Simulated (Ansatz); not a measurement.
# FGeH6P: the cost of one run

Method: RKS PBE0-D4/def2-mTZVP, in Ansatz 0.2.0.

**1. The system as given**

Bond lengths: Ge1–F3 1.680 Å, Ge1–H4 1.549 Å, Ge1–H5 1.549 Å, Ge1–P6 2.570 Å, P6–H7 1.420 Å, P6–H8 1.420 Å. Angles: F3–Ge1–H4 109.5°, F3–Ge1–H5 109.5°, F3–Ge1–P6 178.9°, H4–Ge1–H5 109.5°, H4–Ge1–P6 70.0°, H5–Ge1–P6 70.0°, Ge1–P6–H7 109.5°, Ge1–P6–H8 109.5°, H7–P6–H8 109.4°.

As a file:

```xyz
9

Ge    0.0000    0.0000    0.0000
H     0.0000    0.0000    1.9000
F     1.5842    0.0000   -0.5594
H    -0.7300    1.2648   -0.5162
H    -0.7300   -1.2648   -0.5162
P    -2.4389    0.0000    0.8104
H    -3.2053   -0.8853    0.0071
H    -2.4887   -0.4268    2.1638
H    -0.9745    0.0000    1.9571
```

**2. A restrained relaxation towards end A**

Springs on the bonds that form and break draw the guess towards this end; the thresholds are loose.

Input file input.yaml:

```yaml
crystal:
  periodic: [false, false, false]
  atoms:
    - { symbol: Ge, position_ang: [0.0, 0.0, 0.0] }
    - { symbol: H, position_ang: [0.0, 0.0, 1.9] }
    - { symbol: F, position_ang: [1.5842, 0.0, -0.5594] }
    - { symbol: H, position_ang: [-0.73, 1.2648, -0.5162] }
    - { symbol: H, position_ang: [-0.73, -1.2648, -0.5162] }
    - { symbol: P, position_ang: [-2.4389, 0.0, 0.8104] }
    - { symbol: H, position_ang: [-3.2053, -0.8853, 0.0071] }
    - { symbol: H, position_ang: [-2.4887, -0.4268, 2.1638] }
    - { symbol: H, position_ang: [-0.9745, 0.0, 1.9571] }
basis:
  gaussian: { orbitals: def2-mTZVP }
hamiltonian:
  xc: pbe0
  dispersion: d4
relax:
  f_tol: 0.15
  max_steps: 25
  restrain:
    - { distance: [0, 5], at: 3.47, k: 30.0 }
    - { distance: [8, 1], at: 1.86, k: 30.0 }
    - { distance: [0, 1], at: 1.55, k: 30.0 }
    - { distance: [8, 5], at: 1.42, k: 30.0 }
```

Launch:

```bash
ansatz run input.yaml --threads 2 --pin off --max-ram 3072MiB --backend cpu --events-out ev --progress --plain --runs-dir out
```

Q: Estimate wall time and peak memory on 2 threads of Arm Neoverse V2, shared host.

About 18 s, with a peak of 0.18 GiB.
